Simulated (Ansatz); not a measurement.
Consider a ladder of basis sets of CH5PSe, SMILES C[Se]P (Ansatz's Python interface).

`basis_ch5pse.py`:
```python
# -*- coding: utf-8 -*-
"""How the energy of CH5PSe converges with the basis."""

import warnings

import ansatz as az


def main():
    warnings.simplefilter("ignore", az.DeckWarning)

    ch5pse = (
        az.Crystal.molecule()
        .atom("C", [-0.7725, 0.9209, -0.4101])
        .atom("Se", [0.6656, 0.7735, 0.8136])
        .atom("P", [1.1682, -1.2733, -0.066])
        .atom("H", [-1.4779, 0.1579, -0.2618])
        .atom("H", [-0.4473, 0.9237, -1.4845])
        .atom("H", [-1.3204, 1.9563, -0.2465])
        .atom("H", [2.1583, -1.5895, 1.0214])
        .atom("H", [0.118, -1.9265, 0.5781])
    )

    calc = ch5pse.calculation().functional("b3lyp")

    energies = {}
    for basis in ["cc-pVDZ", "cc-pVTZ"]:
        summary = calc.basis(gaussian=basis).run().report
        size = summary["n_frozen"] + summary["n_occupied"][0] + summary["n_virtual"][0]
        energies[basis] = (summary["reference_energy_ev"] / 27.211386246, summary["free_energy_ev"] / 27.211386246)
        print(f"{basis:14s} {size:4d} orbitals  reference {energies[basis][0]:14.6f} Ha  total {energies[basis][1]:14.6f} Ha")

    last = energies["cc-pVTZ"][1]
    for basis, (_, total) in energies.items():
        print(f"{basis:14s} lies {27.211386 * (total - last):9.4f} eV above cc-pVTZ")


if __name__ == "__main__":
    main()
```

How far does the total energy move along this ladder of basis sets?

Against cc-pVDZ: cc-pVTZ -109.4 mHa. The last step alone is -109.38 mHa. From the first set to the last the time grows from 1.8 to 3.1 s.

What the script printed:

```console
$ python basis_ch5pse.py
cc-pVDZ          84 orbitals  reference   -2784.033309 Ha  total   -2784.033309 Ha
cc-pVTZ         177 orbitals  reference   -2784.142687 Ha  total   -2784.142687 Ha
cc-pVDZ        lies    2.9763 eV above cc-pVTZ
cc-pVTZ        lies    0.0000 eV above cc-pVTZ
```

Caveats:
- The drop along the ladder measures the basis error, and is no property of the molecule.
- The geometry is a force-field or estimated start, not a minimum of this method, and the last set is no limit. Much of the fall in a total is atomic energy, which cancels in bond and reaction energies.
- b3lyp holds the VWN-RPA fit, as in Gaussian; the form of ORCA and Turbomole is b3lyp5.
- For Al to Cl the sets with a tight d function, cc-pV(X+d)Z, are usual.
- Wall time of the script: 5.2 s on 1 thread of Intel(R) Xeon(R) 6975P-C (Granite Rapids), with other jobs on the host, peak memory 0.39 GiB.
